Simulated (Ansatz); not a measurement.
# SiGeH+ (quintet): from Hartree-Fock to the top rungs, cc-pVTZ

How much of the correlation energy of SiGeH+ (quintet) does each wave-function method recover here?

Method: cc-pVTZ, core rule «outside noble gas», up to 19 orbitals frozen; program: Ansatz 0.2.0, Gaussian basis.

To be run: UHF; CCSD(T) on ROHF; CCSD(T) on UHF; BCCD(T) on ROHF; CCSDT(Q) on ROHF; CCSDT(Q) on UHF; CASSCF and MRCISD+Q, 8 electrons in 9 orbitals; CASSCF and NEVPT2, 8 electrons in 9 orbitals.

3 further runs of the same task are left out: 3 set aside as unsound or not needed.

### 1 What is computed

The geometry is a PBE0/def2-TZVP stationary point (not a proven minimum) of the parent state, kept for this charge and spin. No spin-orbit coupling is included. The filled d shell of Ge may be among the frozen orbitals whatever the setting's name suggests; the logs give the count.

3 atoms, charge 1, spin multiplicity 5.

Atoms are counted from 1 here; the program's logs count them from 0.

Bond lengths: Si1–Ge2 2.394 Å, Ge2–H3 1.592 Å. Angles: Si1–Ge2–H3 106.5°.

### 2 UHF

The input, in.yaml:

```yaml
crystal:
  periodic: [false, false, false]
  atoms:
    - {symbol: Si, position_ang: [0.000000, 0.040626, 1.737197]}
    - {symbol: Ge, position_ang: [0.000000, -0.036181, -0.655626]}
    - {symbol: H, position_ang: [0.000000, 1.475453, -1.156210]}
basis:
  gaussian: {orbitals: cc-pVTZ}
total_charge: 1
magnetization: {spin_polarized: true, initial_magnetization: 4}
hamiltonian: {xc: hf}
output: {orbitals: {seedname: orbitals}}
```

Run with:

```
> ansatz run in.yaml --threads 1 --pin off --events-out ev --progress --plain --max-ram 4096MiB --backend cpu
```

The runs that follow: CCSD(T) on ROHF; CCSD(T) on UHF; BCCD(T) on ROHF; CCSDT(Q) on ROHF; CCSDT(Q) on UHF; CASSCF and MRCISD+Q, 8 electrons in 9 orbitals; CASSCF and NEVPT2, 8 electrons in 9 orbitals.

Q: Predict the results of all the runs planned. Wanted: UCCSDT(Q) below the RHF energy; RMP2 from UCCSDT(Q); UMP2 from UCCSDT(Q); RCCSD from UCCSDT(Q); RCCSD(T) from UCCSDT(Q); UCCSD(T) from UCCSDT(Q); RCCSDT(Q) from UCCSDT(Q); NEVPT2 valence from UCCSDT(Q); MRCISD+Q valence from UCCSDT(Q).

As calculated:

| quantity | value |
| --- | --- |
| UCCSDT(Q) below the RHF energy | -4.5940 eV |
| RMP2 from UCCSDT(Q) | +25.38 kcal/mol |
| UMP2 from UCCSDT(Q) | +25.39 kcal/mol |
| RCCSD from UCCSDT(Q) | +6.98 kcal/mol |
| RCCSD(T) from UCCSDT(Q) | +1.79 kcal/mol |
| UCCSD(T) from UCCSDT(Q) | +1.44 kcal/mol |
| RCCSDT(Q) from UCCSDT(Q) | +0.37 kcal/mol |
| NEVPT2 valence from UCCSDT(Q) | +18.17 kcal/mol |
| MRCISD+Q valence from UCCSDT(Q) | +1.36 kcal/mol |
| levels within 1 kcal/mol (43 meV) | RCCSDT, UCCSDT, RCCSDT(Q) |
| T1 diagnostic | 0.043 |
| effectively unpaired electrons | 4.03 |

RCCSD(T) misses by +1.79 kcal/mol, 1.7 % of the correlation energy. The occupations are near whole numbers, but T1 = 0.043 shows that the orbitals relax strongly. Of the multireference levels listed MRCISD+Q valence comes nearest in total energy (+1.36 kcal/mol), which doesn't show that its space is the better one. These misses are within one basis, not against nature; the frozen cores of restricted and unrestricted runs differ, which can shift their rows.
